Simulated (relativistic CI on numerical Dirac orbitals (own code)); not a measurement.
# Nb³⁺: one ion under different settings

How much do the settings matter for Nb³⁺? One ion, several inputs.

Program: relativistic CI on numerical Dirac orbitals (own code) version 3. Level of theory: Dirac-Coulomb-Breit CI, KLI orbitals optimised for each configuration, model QED (radiative potential, 1s self-energy scaled to tabulated hydrogen-like ionisation energies), numerical settings as typed. These are calculated values, not measurements, unless marked.

### Step 1. Starting point

* ion: Nb³⁺ (Nb IV)
* nuclear charge: 41
* electrons: 38
* isotope: A = 93

### Step 2. The usual input

The run's settings:

```ini
atom Nb  Z=41  charge=3  electrons=38
nucleus A=93  rms_radius_fm=4.3240
hamiltonian dirac-coulomb  breit=on  qed=on  c_scale=1
orbitals kli  potential=per-configuration
slater_scale 1
correlation none
mixing on
grid step=0.0125 r_max=50.3
scf mixing=0.4 start=green max_iterations=150 tolerance=2e-08 node_fill=0.05
configurations
  [Kr] 4d2
  [Kr] 4d 5s
end
```

Launch:

```
python run_levels.py task.json out
```

One command runs all members of the session, one after another, from task.json.

### Step 3. Slater scale 0.6, tolerance 1e-10, potential mixing 0.7

The run's settings:

```ini
atom Nb  Z=41  charge=3  electrons=38
nucleus A=93  rms_radius_fm=4.3240
hamiltonian dirac-coulomb  breit=on  qed=on  c_scale=1
orbitals kli  potential=per-configuration
slater_scale 0.6
correlation none
mixing on
grid step=0.0125 r_max=50.3
scf mixing=0.7 start=green max_iterations=150 tolerance=1e-10 node_fill=0.05
configurations
  [Kr] 4d2
  [Kr] 4d 5s
end
```

### Step 4. Breit term off, iteration limit 30

The run's settings:

```ini
atom Nb  Z=41  charge=3  electrons=38
nucleus A=93  rms_radius_fm=4.3240
hamiltonian dirac-coulomb  breit=off  qed=on  c_scale=1
orbitals kli  potential=per-configuration
slater_scale 1
correlation none
mixing on
grid step=0.0125 r_max=50.3
scf mixing=0.4 start=green max_iterations=30 tolerance=2e-08 node_fill=0.05
configurations
  [Kr] 4d2
  [Kr] 4d 5s
end
```

### Step 5. Node fill 0

The run's settings:

```ini
atom Nb  Z=41  charge=3  electrons=38
nucleus A=93  rms_radius_fm=4.3240
hamiltonian dirac-coulomb  breit=on  qed=on  c_scale=1
orbitals kli  potential=per-configuration
slater_scale 1
correlation none
mixing on
grid step=0.0125 r_max=50.3
scf mixing=0.4 start=green max_iterations=150 tolerance=2e-08 node_fill=0
configurations
  [Kr] 4d2
  [Kr] 4d 5s
end
```

### Step 6. Start potential bare

Settings: those of step 5 with these lines changed.

```diff
@@ -8,3 +8,3 @@
 grid step=0.0125 r_max=50.3
-scf mixing=0.4 start=green max_iterations=150 tolerance=2e-08 node_fill=0
+scf mixing=0.4 start=bare max_iterations=150 tolerance=2e-08 node_fill=0.05
 configurations
```

### Step 7. Nuclear radius 432.4

The run's settings:

```ini
atom Nb  Z=41  charge=3  electrons=38
nucleus A=93  rms_radius_fm=432.4000
hamiltonian dirac-coulomb  breit=on  qed=on  c_scale=1
orbitals kli  potential=per-configuration
slater_scale 1
correlation none
mixing on
grid step=0.0125 r_max=50.3
scf mixing=0.4 start=green max_iterations=55 tolerance=2e-08 node_fill=0.05
configurations
  [Kr] 4d2
  [Kr] 4d 5s
end
```

(Steps that only read results are left out.)

Before running it: what results should come out? Wanted: lowest level, usual settings; total energy; first excitation.

As calculated:

| setting | total energy less usual (Ha) | largest shift of a level among the lowest eight of both runs, same label and place (cm⁻¹) | SCF iterations | time | lowest level | kind of change |
| --- | --- | --- | --- | --- | --- | --- |
| usual | 0 | 0 | 22 | 0.12 s | 4d2 3F2 | - |
| Slater scale 0.6, tolerance 1e-10, potential mixing 0.7 | 0.0132 | 6070 | 22 | 0.11 s | 4d2 3F2 | model term |
| Breit term off, iteration limit 30 | -2.23 | 121 | 22 | 0.11 s | 4d2 3F2 | model term |
| node fill 0 | 0.0025 | 27.5 | 22 | 0.11 s | 4d2 3F2 | numerical |
| start potential bare | 0 | 0 | 34 | 0.16 s | 4d2 3F2 | numerical |
| nuclear radius 432.4 | 175 | 472 | 22 | 0.11 s | 4d2 3F2 | unsound |

| quantity | value |
| --- | --- |
| lowest level, usual settings | 4d2 3F2 |
| total energy | -3812.9305 Ha |
| first excitation | 968.9 cm⁻¹ |

In words: Among the runs whose levels can be followed, they move most under «Slater scale 0.6, tolerance 1e-10, potential mixing 0.7» (model term), by up to 6070 cm⁻¹. No visible change in the result comes from «start potential bare». «Start potential bare» costs 34 SCF iterations against 22. Only the listed configurations are in the model. In a near-neutral ion this small CI can misplace whole configurations by 10,000 cm⁻¹ or more.
